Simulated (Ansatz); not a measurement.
# AlGeF (triplet): from Hartree-Fock to the top rungs at distance Al2–Ge3 = 8.061 Å, cc-pVDZ

An exercise on one series of results from a longer session: the logs are not shown, and one member is left open.

Program: Ansatz 0.2.0, Gaussian basis. Level of theory: cc-pVDZ, core rule «outside noble gas», up to 20 orbitals frozen. These are calculated values, not measurements.

To be run: UHF; CCSD(T) on ROHF; CCSD(T) on UHF; BCCD(T) on ROHF; CISD; CCSDT(Q) on ROHF; CCSDT(Q) on UHF; CASSCF and MRCISD+Q, 4 electrons in 4 orbitals; CASSCF and NEVPT2, 4 electrons in 4 orbitals.

36 further runs of the same task are left out: 11 for a known fault of the program, 18 that didn't finish, 7 set aside as unsound or not needed.

### The system

The geometry derives from a PBE0/def2-TZVP stationary point (not a proven minimum). One bond is set to the value named and the two fragments are kept rigid. No spin-orbit coupling is included. The filled d shell of Ge may be among the frozen orbitals whatever the setting's name suggests; the logs give the count.

3 atoms, charge 0, spin multiplicity 3.

Atoms are counted from 1 here; the program's logs count them from 0.

Bond lengths: F1–Al2 1.648 Å.

Set-up of the first run:

in.yaml

```yaml
crystal:
  periodic: [false, false, false]
  atoms:
    - {symbol: F, position_ang: [0.000000, 0.000000, -3.785800]}
    - {symbol: Al, position_ang: [0.000000, 0.000000, -2.137600]}
    - {symbol: Ge, position_ang: [0.000000, 0.000000, 5.923400]}
basis:
  gaussian: {orbitals: cc-pVDZ}
magnetization: {spin_polarized: true, initial_magnetization: 2}
hamiltonian: {xc: hf}
output: {orbitals: {seedname: orbitals}}
```

Launch:

```
$ ansatz run in.yaml --threads 1 --pin off --events-out ev --progress --plain --max-ram 2393MiB
```

Among the steps run: UHF; CCSD(T) on ROHF; CCSD(T) on UHF; BCCD(T) on ROHF; CISD; CCSDT(Q) on ROHF; CCSDT(Q) on UHF; CASSCF and MRCISD+Q, 4 electrons in 4 orbitals; CASSCF and NEVPT2, 4 electrons in 4 orbitals.

One table of the session follows, with a row left open; its other results are not shown here.

```
   method  from UCCSDT(Q) (meV)
     ROHF               +8535.0
      UHF               +8441.9
     RMP2                +970.9
     UMP2                +958.3
     CISD               +1003.6
    RCCSD                +177.5
    UCCSD                     ?
 RCCSD(T)                 +41.4
 UCCSD(T)                 +31.9
  BCCD(T)                 +36.5
   RCCSDT                 +25.0
   UCCSDT                 +16.1
RCCSDT(Q)                 +11.6
UCCSDT(Q)                     0
```

Estimate the missing values for UCCSD.

The run gave: from UCCSDT(Q) (meV): +166.1. In the column «from UCCSDT(Q) (meV)» it lies between RCCSD(T) (+41.4) and RCCSD (+177.5).

Left out of the table: CASSCF pair, NEVPT2 pair, MRCISD pair, MRCISD+Q pair (the active space lost an orbital or holds another state than full CI finds).

To keep in mind: Restricted and unrestricted rows rest on different reference determinants; where their highest levels disagree by more than a few hundredths of an eV, they describe different states and don't form one ladder. Warnings in the runs' records: passed over end.
